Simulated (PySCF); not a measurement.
# Al2Si2H6 (SMILES [SiH3][Al]1[AlH][SiH2]1): levels of theory compared

Wanted: a comparison of 5 runs (HF/3-21G, HF/pcseg-2, B3LYP/6-31G*, B3LYP/6-311G**, CCSD(T)/6-31G) of Al2Si2H6. 

The calculation is run with PySCF 2.14.0.

## 1. The system as given

Al2Si2H6: 10 atoms, total charge 0, spin state singlet. As SMILES, `[SiH3][Al]1[AlH][SiH2]1`. Geometry: relaxed at PBE0-D4/def2-TZVP.

Bond lengths: Si1–Al2 2.460 Å, Al2–Al3 2.479 Å, Al2–Si4 2.439 Å, Al3–Si4 2.343 Å, Si1–H5 1.491 Å, Si1–H6 1.491 Å, Si1–H7 1.490 Å, Al3–H8 1.585 Å, Si4–H9 1.581 Å, Si4–H10 1.500 Å. Some angles: Si1–Al2–Al3 164.4°, Si1–Al2–Si4 136.1°, Al3–Al2–Si4 56.9°, Al2–Al3–Si4 60.7°, Al2–Si4–Al3 62.4°, Al2–Si1–H5 110.3°, Al2–Si1–H6 111.0°, Al2–Si1–H7 111.8°, Al2–Al3–H8 149.8°, Si4–Al3–H8 135.8°.

## 2. Energy and forces at HF/3-21G (run 1)

input.py reads:

```python
# [SiH3][Al]1[AlH][SiH2]1
import pyscf.grad
from pyscf import gto

mol = gto.Mole()
mol.atom = [
    ('Si', (-1.426500, 1.264600, -1.412100)),
    ('Al', (-0.140100, -0.429800, -0.177000)),
    ('Al', (0.542000, -2.376000, 1.198900)),
    ('Si', (1.875500, -0.449300, 1.195500)),
    ('H', (-1.958600, 0.687200, -2.679200)),
    ('H', (-2.589700, 1.742300, -0.611500)),
    ('H', (-0.589800, 2.446700, -1.761500)),
    ('H', (0.798300, -3.933700, 1.336500)),
    ('H', (0.619900, 0.509800, 1.257200)),
    ('H', (2.952200, 0.487100, 1.656400)),
]
mol.verbose = 4
mol.basis = '3-21g'
mol.max_memory = 1860
mol.spin = 0
mol.build()

hf = mol.RHF()
hf.conv_tol = 1e-10
hf.kernel()
if not hf.converged:
    hf = hf.newton().run(hf.mo_coeff, hf.mo_occ)

etot = hf.e_tot
print(f'total energy: {etot:.8f} hartree')
grad = hf.Gradients().kernel()
hf.analyze()
```

Started as:

```bash
$ OMP_NUM_THREADS=1 python input.py
```

Standard output:

```text
PySCF version 2.14.0

[... 88 lines left out ...]
MO #1   energy= -68.2887322902984  occ= 2
[... 8 lines left out ...]
MO #10  energy= -4.19531897598848  occ= 2
[... 8 lines left out ...]
MO #19  energy= -3.18024877874528  occ= 2
[... 8 lines left out ...]
MO #28  energy= -0.418486409405911 occ= 2
[... 8 lines left out ...]
MO #37  energy= 0.182297980247924  occ= 0
[... 8 lines left out ...]
MO #46  energy= 0.372860153168982  occ= 0
[... 8 lines left out ...]
MO #55  energy= 0.547680327520664  occ= 0
[... 8 lines left out ...]
MO #64  energy= 1.42956293355289   occ= 0
[... 77 lines left out ...]
Dipole moment(X, Y, Z, Debye): -0.31684, -0.99147,  0.03213
```

It took 6.6 s on 1 thread of Intel Xeon at 2.50GHz (Skylake/Cascade Lake), shared host; peak memory 0.14 GiB.

## 3. Energy and gradient at HF/pcseg-2 (run 2)

job.py reads:

```python
from pyscf import gto, scf

system = gto.M(
    atom='''
Si      -1.426500       1.264600      -1.412100
Al      -0.140100      -0.429800      -0.177000
Al       0.542000      -2.376000       1.198900
Si       1.875500      -0.449300       1.195500
H       -1.958600       0.687200      -2.679200
H       -2.589700       1.742300      -0.611500
H       -0.589800       2.446700      -1.761500
H        0.798300      -3.933700       1.336500
H        0.619900       0.509800       1.257200
H        2.952200       0.487100       1.656400
''',
    verbose=4,
    max_memory=1860,
    basis='pcseg-2',
)

mf = scf.RHF(system)
mf.conv_tol = 1e-10
mf.kernel()
if not mf.converged:
    mf = mf.newton().run(mf.mo_coeff, mf.mo_occ)

e_final = mf.e_tot
print('E = %.10f Eh' % e_final)
grad = mf.nuc_grad_method().kernel()
dip = mf.dip_moment()
pop, q = mf.mulliken_pop()
```

Started as:

```bash
$ OMP_NUM_THREADS=1 python job.py
```

Standard output:

```text
PySCF version 2.14.0

[... 68 lines left out ...]
converged SCF energy = -1065.13888090869
[... 12 lines left out ...]
Dipole moment(X, Y, Z, Debye): -0.24096, -0.50450,  0.07055
[... 231 lines left out ...]
charge of    9H =     -0.13713
```

Wall time 14 min (1 thread of Intel Xeon at 2.50GHz (Skylake/Cascade Lake), shared host); peak memory 0.13 GiB.

Runs 3 to 4 aren't shown in full; the table further down has their settings and results.

## 4. The energy at CCSD(T)/6-31G (run 5)

start.xyz reads:

```xyz
10
Al2H6Si2
Si    -1.426500     1.264600    -1.412100
Al    -0.140100    -0.429800    -0.177000
Al     0.542000    -2.376000     1.198900
Si     1.875500    -0.449300     1.195500
H     -1.958600     0.687200    -2.679200
H     -2.589700     1.742300    -0.611500
H     -0.589800     2.446700    -1.761500
H      0.798300    -3.933700     1.336500
H      0.619900     0.509800     1.257200
H      2.952200     0.487100     1.656400
```

job.py reads:

```python
from pyscf import gto, cc

mol = gto.M(
    atom='start.xyz',
    charge=0,
    max_memory=1860,
    verbose=4,
    basis='6-31g',
    spin=0,
)

hf = mol.RHF()
hf.conv_tol = 1e-10
hf.kernel()
if not hf.converged:
    hf = hf.newton().run(hf.mo_coeff, hf.mo_occ)

mycc = cc.CCSD(hf, frozen=20)
mycc.kernel()
e_t = mycc.ccsd_t()
e_tot = mycc.e_tot + e_t
print('E = %.10f Eh' % e_tot)
hf.analyze()
```

Started as:

```bash
$ OMP_NUM_THREADS=1 python job.py
```

Standard output:

```text
PySCF version 2.14.0

[... 66 lines left out ...]
converged SCF energy = -1064.94295726819
[... 40 lines left out ...]
MO #1   energy= -68.7671968675015  occ= 2
[... 8 lines left out ...]
MO #10  energy= -4.23958187059833  occ= 2
[... 8 lines left out ...]
MO #19  energy= -3.22535056080954  occ= 2
[... 8 lines left out ...]
MO #28  energy= -0.417407358826737 occ= 2
[... 8 lines left out ...]
MO #37  energy= 0.152686445545792  occ= 0
[... 8 lines left out ...]
MO #46  energy= 0.313282924002799  occ= 0
[... 8 lines left out ...]
MO #55  energy= 0.503927926868293  occ= 0
[... 8 lines left out ...]
MO #64  energy= 1.30292023924527   occ= 0
[... 77 lines left out ...]
Dipole moment(X, Y, Z, Debye): -0.39931, -0.85345, -0.04031
```

It took 8.7 s on 1 thread of Intel Xeon at 2.50GHz (Skylake/Cascade Lake), shared host; peak memory 0.17 GiB.

## 5. The series

```
run                               level  Cartesian functions  integration grid   energy (Eh)  dipole moment (D) of the reference  HOMO energy (eV)  LUMO energy (eV)  wall time
  1                            HF/3-21G                   no                 –  -1059.377658                                1.04             -7.86              0.74      6.6 s
  2                          HF/pcseg-2                   no                 –  -1065.138881                                0.56             -7.71              0.73     14 min
  3  B3LYP/6-31G* (Cartesian functions)                  yes                 5  -1067.408072                                0.28             -5.90             -1.90       84 s
  4                      B3LYP/6-311G**                   no                 5  -1067.500414                                0.44             -5.97             -1.99    1.9 min
  5                       CCSD(T)/6-31G                   no                 –  -1065.187200                                0.94             -7.80              0.70      8.7 s
```

## 6. Outcome

```
                                           quantity           value
                                run 5: total energy  -1065.18720 Eh
        run 5: dipole moment (Hartree–Fock density)          0.94 D
         run 5: HOMO energy (Hartree–Fock orbitals)        -7.80 eV
         run 5: LUMO energy (Hartree–Fock orbitals)         0.70 eV
       run 5: HOMO–LUMO gap (Hartree–Fock orbitals)         8.51 eV
run 5: correlation energy (20 core orbitals frozen)      -244.2 mEh
                              run 5: (T) correction       -7.32 mEh
                               run 5: T1 diagnostic           0.017
```

Over runs 1, 2, 3, 4 the dipole moment (its size) runs from 0.28 D (B3LYP/6-31G*) to 1.04 D (HF/3-21G). The two ends differ in method and basis. Over runs 1, 2, 3, 4 the HOMO–LUMO gap runs from 3.98 eV (B3LYP/6-311G**) to 8.60 eV (HF/3-21G). All runs together took 17 min, the longest 14 min.
